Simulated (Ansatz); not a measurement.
# C₂H₂N₂Sn: small, medium and large basis sets

The task here is to estimate one member of a computed series from the others.

Method: one geometry, several basis sets; program: Ansatz 0.2.0, Gaussian basis.

Plan: PBE0-D4/def2-SVP; ωB97M-V/def2-SVP; PBE0-D4/def2-QZVPP; ωB97M-V/def2-QZVPP; the functionals' def2-TZVPP values are taken from earlier runs.

### The relaxed structure

An earlier PBE0-D4 in a triple-zeta def2 set relaxation fixed the geometry. Sn takes the def2 core potential; no spin-orbit term is included.

SMILES `N#[C][SnH2][C]#N`, 7 atoms, charge 0, spin multiplicity 1.

Atoms are counted from 1 here; the program's logs count them from 0.

Bond lengths: N1–C2 1.152 Å, C2–Sn3 2.099 Å, Sn3–C4 2.099 Å, Sn3–H6 1.688 Å, Sn3–H7 1.688 Å, C4–N5 1.152 Å. Angles: N1–C2–Sn3 178.2°, C2–Sn3–C4 104.7°, C2–Sn3–H6 108.7°, C2–Sn3–H7 108.6°, C4–Sn3–H6 108.6°, C4–Sn3–H7 108.6°, H6–Sn3–H7 116.9°, Sn3–C4–N5 178.1°.

As a file:

```xyz
7

N     1.15511    2.51350   -0.84274
C     0.59594    1.52147   -0.67113
Sn   -0.45320   -0.27812   -0.41624
C     0.25718   -1.05439    1.39950
N     0.62360   -1.50972    2.39180
H    -2.09520    0.07365   -0.24677
H    -0.02224   -1.33439   -1.66011
```

The first run:

File in.yaml:

```yaml
crystal:
  periodic: [false, false, false]
  atoms:
    - {symbol: N, position_ang: [1.155110, 2.513501, -0.842738]}
    - {symbol: C, position_ang: [0.595940, 1.521470, -0.671131]}
    - {symbol: Sn, position_ang: [-0.453198, -0.278118, -0.416244]}
    - {symbol: C, position_ang: [0.257184, -1.054390, 1.399500]}
    - {symbol: N, position_ang: [0.623604, -1.509724, 2.391797]}
    - {symbol: H, position_ang: [-2.095199, 0.073649, -0.246772]}
    - {symbol: H, position_ang: [-0.022241, -1.334388, -1.660110]}
basis:
  gaussian: {orbitals: def2-SVP}
hamiltonian: {xc: pbe0, dispersion: d4}
output: {orbitals: {seedname: orbitals}}
```

Launch:

```bash
$ ansatz run in.yaml --threads 2 --pin off --events-out ev --progress --plain --max-ram 22528MiB --backend cpu
```

Steps of the session up to this table: PBE0-D4 in def2-SVP; ωB97M-V in def2-SVP; PBE0-D4 in def2-QZVPP; ωB97M-V in def2-QZVPP.

One table of the session follows, with a row left open; its other results are not shown here.

```
functional       basis  HOMO (eV)
   PBE0-D4    def2-SVP      -9.96
   PBE0-D4  def2-TZVPP          ?
   PBE0-D4  def2-QZVPP     -10.07
   ωB97M-V    def2-SVP     -12.17
   ωB97M-V  def2-TZVPP     -12.31
   ωB97M-V  def2-QZVPP     -12.32
```

Estimate the missing values for PBE0-D4, def2-TZVPP.

**Answer.** HOMO (eV): -10.05. In the column «HOMO (eV)» it lies between PBE0-D4, def2-QZVPP (-10.07) and PBE0-D4, def2-SVP (-9.96).
